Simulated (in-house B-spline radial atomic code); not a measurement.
# Ho⁺ in a hard spherical wall

Aim: energy and levels of Ho⁺ squeezed by an impenetrable sphere of shrinking radius. More than one configuration is followed.

Program: in-house B-spline radial atomic code version 1. Level of theory: Dirac-Coulomb LDA (Slater, VWN5), spherical fractional occupations, Fermi nucleus, basis-set limit. These are calculated values, not measurements, unless marked.

**1. Starting point**

| Quantity | Value |
| --- | --- |
| element | holmium (Z = 67) |
| charge | +1 |
| electrons | 66 |
| configuration | [Xe] 4f11 6s1 |
| Hamiltonian | Dirac-Coulomb |
| nucleus | Fermi, rms radius 5.202 fm |

The outer shells:

[Xe] 4f11 6s1
```
[Xe] core
4f [↑↓][↑↓][↑↓][↑↓][↑ ][↑ ][↑ ]
6s [↑ ]
```

The boxes only draw the filling; these runs are spin-restricted and spherical.

**2. The free system**

Settings of the run:

```ini
Z = 67
electrons = 66.0
configuration = [Xe] 4f11 6s1
hamiltonian = dirac
method = lda,vwn
spin_polarised = False
nucleus = fermi
rms_radius = 5.2022
mass_number = 165
atomic_mass = 164.930329116
speed_of_light = 137.035999084
```

**3. Wall at 6.43 bohr, configuration [Xe] 4f11 6s1**

Changes to the settings of step 2:

```diff
@@ -11 +11,2 @@
 speed_of_light = 137.035999084
+wall_radius = 6.43
```

**4. Wall at 3.08 bohr, configuration [Xe] 4f11 6s1**

Changes to the settings of step 3:

```diff
@@ -11,2 +11,2 @@
 speed_of_light = 137.035999084
-wall_radius = 6.43
+wall_radius = 3.08
```

**5. Wall at 1.36 bohr, configuration [Xe] 4f11 6s1**

Changes to the settings of step 4:

```diff
@@ -11,2 +11,2 @@
 speed_of_light = 137.035999084
-wall_radius = 3.08
+wall_radius = 1.36
```

**6. Wall at 6.43 bohr, configuration [Kr] 4d9 4f11 5s2 5p6 6s1 6f1**

Settings of the run:

```ini
Z = 67
electrons = 66.0
configuration = [Kr] 4d9 4f11 5s2 5p6 6s1 6f1
hamiltonian = dirac
method = lda,vwn
spin_polarised = False
nucleus = fermi
rms_radius = 5.2022
mass_number = 165
atomic_mass = 164.930329116
speed_of_light = 137.035999084
wall_radius = 6.43
```

**7. Wall at 3.08 bohr, configuration [Kr] 4d9 4f11 5s2 5p6 6s1 6f1**

Changes to the settings of step 6:

```diff
@@ -11,2 +11,2 @@
 speed_of_light = 137.035999084
-wall_radius = 6.43
+wall_radius = 3.08
```

**8. Wall at 1.36 bohr, configuration [Kr] 4d9 4f11 5s2 5p6 6s1 6f1**

Changes to the settings of step 7:

```diff
@@ -11,2 +11,2 @@
 speed_of_light = 137.035999084
-wall_radius = 3.08
+wall_radius = 1.36
```

**9. Wall at 6.43 bohr, configuration [Kr] 4d10 4f11 5s2 5p5 6s1 6f1**

Settings of the run:

```ini
Z = 67
electrons = 66.0
configuration = [Kr] 4d10 4f11 5s2 5p5 6s1 6f1
hamiltonian = dirac
method = lda,vwn
spin_polarised = False
nucleus = fermi
rms_radius = 5.2022
mass_number = 165
atomic_mass = 164.930329116
speed_of_light = 137.035999084
wall_radius = 6.43
```

**10. Wall at 3.08 bohr, configuration [Kr] 4d10 4f11 5s2 5p5 6s1 6f1**

Changes to the settings of step 9:

```diff
@@ -11,2 +11,2 @@
 speed_of_light = 137.035999084
-wall_radius = 6.43
+wall_radius = 3.08
```

**11. Wall at 1.36 bohr, configuration [Kr] 4d10 4f11 5s2 5p5 6s1 6f1**

Changes to the settings of step 10:

```diff
@@ -11,2 +11,2 @@
 speed_of_light = 137.035999084
-wall_radius = 3.08
+wall_radius = 1.36
```

Before running: What do the energy and the highest level do as the wall closes in, and which configuration is lower at each radius?

**Answer**, as computed:

| configuration | radius (bohr) | energy above the free system (eV) | highest level (eV) |
| --- | --- | --- | --- |
| [Xe] 4f11 6s1 | 6.43 | 0.537 | -8.400 (6s1/2) |
| [Xe] 4f11 6s1 | 3.08 | 40.992 | 23.860 (6s1/2) |
| [Xe] 4f11 6s1 | 1.36 | 2069.82 | 619.26 (6s1/2) |
| [Kr] 4d9 4f11 5s2 5p6 6s1 6f1 | 6.43 | 189.79 | 18.055 (6f7/2) |
| [Kr] 4d9 4f11 5s2 5p6 6s1 6f1 | 3.08 | 311.78 | 112.19 (6f7/2) |
| [Kr] 4d9 4f11 5s2 5p6 6s1 6f1 | 1.36 | 2878.56 | 792.67 (6f7/2) |
| [Kr] 4d10 4f11 5s2 5p5 6s1 6f1 | 6.43 | 54.488 | 18.261 (6f7/2) |
| [Kr] 4d10 4f11 5s2 5p5 6s1 6f1 | 3.08 | 179.04 | 113.69 (6f7/2) |
| [Kr] 4d10 4f11 5s2 5p5 6s1 6f1 | 1.36 | 2666.23 | 796.07 (6f7/2) |

**Reading.** For [Xe] 4f11 6s1 the energy above the free reference is 0.537 eV at 6.43 bohr and 2069.82 eV at 1.36 bohr. Its highest level passes zero between 6.43 and 3.08 bohr; in smaller spheres the level is positive, pushed up by confinement, and the wall keeps the electron in. Of [Xe] 4f11 6s1 and [Kr] 4d9 4f11 5s2 5p6 6s1 6f1, the first stays lower at every radius that both share. At 1.36 bohr the lowest of all 3 is [Xe] 4f11 6s1. A hard wall is a crude model of an atom's surroundings.
